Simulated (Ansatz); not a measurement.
# LaS: the cost of one run

Method: DFT PBEsol, scalar-relativistic, plane waves, PAW, in Ansatz 0.2.0.

3 further runs of the same task are left out: 3 set aside as unsound or not needed.

## Step 1: The starting structure

The structure is cubic, space group Fm-3m (No. 225). Conventional cell: a = 5.805 Å, b = 5.805 Å, c = 5.805 Å, α = 90.00°, β = 90.00°, γ = 90.00°. Around La (site symmetry m-3m) lie 6 S at 2.90 Å. Around S (site symmetry m-3m) lie 6 La at 2.90 Å.

Coordinates:

```
La S
1.0
     0.00000    2.90261    2.90261
     2.90261    0.00000    2.90261
     2.90261    2.90261    0.00000
La S
1 1
Cartesian
  0.0000 0.0000 0.0000
  2.9026 2.9026 2.9026
```

It is the result of an earlier relaxation at this level (volume 24.45 Å³/atom; gap on the mesh: none (metal)).

## Step 2: The bulk in the cell of the plane

The input, input.yaml:

```yaml
crystal:
  lattice:
    - [4.1049125969, 0.0, 0.0]
    - [0.0, 4.1049125969, 0.0]
    - [2.0524562984, 2.0524562984, 2.9026115334]
  atoms:
    - { symbol: La, position: [0.0, 0.0, 0.0] }
    - { symbol: S, position: [0.5, 0.5, 0.0] }
basis:
  ecutwfc: 420
kpoints:
  mp_grid: { grid: [9, 9, 12] }
hamiltonian:
  xc: pbesol
scf:
  occupations: { method: gaussian, width: 0.1 }
output:
  forces: true
  stress: true
  eigenvalues: true
```

Launch:

```sh
$ ansatz run input.yaml --threads 1 --pin off --max-ram 2560MiB --backend cpu --events-out ev --progress --plain --runs-dir out
```

**Question.** How long does this run take on 1 thread of Arm Neoverse V1, shared host, and how much memory does it need?

About 10 s, with a peak of 0.44 GiB.
